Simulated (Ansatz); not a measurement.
**Ta2C: tests of the settings**

One table from this session's results is given with a row withheld; the runs are named, their logs left out.

Program: Ansatz 0.2.0. Level of theory: DFT r2SCAN, scalar-relativistic, plane waves, PAW. These are calculated values, not measurements.

## Starting point

The structure is trigonal, space group P-3m1 (No. 164). The conventional cell has a = 3.106 Å, b = 3.106 Å, c = 4.946 Å, α = 90.00°, β = 90.00°, γ = 120.00°. Ta (site symmetry 3m) is surrounded by 3 C at 2.18 Å. C (site symmetry -3m) has 6 Ta at 2.18 Å as nearest neighbours.

As a file:

```cif
data_structure
_symmetry_space_group_name_H-M 'P 1'
_symmetry_Int_Tables_number 1
_cell_length_a 3.1059
_cell_length_b 3.1059
_cell_length_c 4.9464
_cell_angle_alpha 90.000
_cell_angle_beta 90.000
_cell_angle_gamma 120.000
_cell_volume 41.32
loop_
_atom_site_label
_atom_site_type_symbol
_atom_site_fract_x
_atom_site_fract_y
_atom_site_fract_z
_atom_site_occupancy
Ta1 Ta 0.33333 0.66667 0.25201 1
Ta2 Ta 0.66667 0.33333 0.74799 1
C1 C 0.00000 0.00000 0.00000 1
```

The structure comes from the Crystallography Open Database; it is used as listed.

The first run:

The input, input.yaml:

```yaml
crystal:
  lattice:
    - [3.1059007354, 0.0, 0.0]
    - [-1.5529503677, 2.6897889385, 0.0]
    - [0.0, 0.0, 4.9464]
  atoms:
    - { symbol: Ta, position: [0.3333333333, 0.6666666667, 0.25201] }
    - { symbol: Ta, position: [0.6666666667, 0.3333333333, 0.74799] }
    - { symbol: C, position: [0.0, 0.0, 0.0] }
basis:
  ecutwfc: 500
kpoints:
  mp_grid: { grid: [6, 6, 4] }
hamiltonian:
  xc: r2scan
scf:
  occupations: { method: gaussian, width: 0.1 }
output:
  forces: true
  stress: true
  eigenvalues: true
```

Among the steps run: Probe: one point at the start; The base run; K-point mesh set to 3×3×1; K-point mesh set to 3×3×2; K-point mesh set to 6×6×2; K-point mesh: 6×6×4; K-point mesh set to 9×9×4; K-point mesh set to 9×9×6; K-point mesh: 12×12×6; K-point mesh set to 12×12×8; K-point mesh set to 18×18×10; K-point mesh set to 21×21×12; K-point mesh: 24×24×12.

One table of the session follows, with a row left open; its other results are not shown here.

It belongs to the step «What the k-point mesh changes». 

```
    mesh  ΔE (meV/atom)  largest change of a force component (eV/Å)
   3×3×1           -180                                       1.234
   3×3×2          -52.6                                       0.608
   6×6×2          -0.92                                       0.199
   6×6×4          -1.27                                       0.209
   9×9×4           0.93                                       0.015
   9×9×6           1.57                                       0.018
 12×12×6              ?                                           ?
 12×12×8           0.02                                       0.053
 15×15×8          -0.70                                       0.022
18×18×10           0.22                                       0.001
21×21×12          -0.11                                       0.001
24×24×12           0.00                                       0.000
```

Estimate the missing values for 12×12×6.

As computed: ΔE (meV/atom): 1.08; largest change of a force component (eV/Å): 0.046. In the column «ΔE (meV/atom)» it lies between 9×9×4 (0.93) and 9×9×6 (1.57).

Caveats from the session: The error changes sign along the series, since a k mesh isn't variational, and a metal needs dense meshes to resolve its Fermi surface. Warnings in the runs' records: band edges overlap.
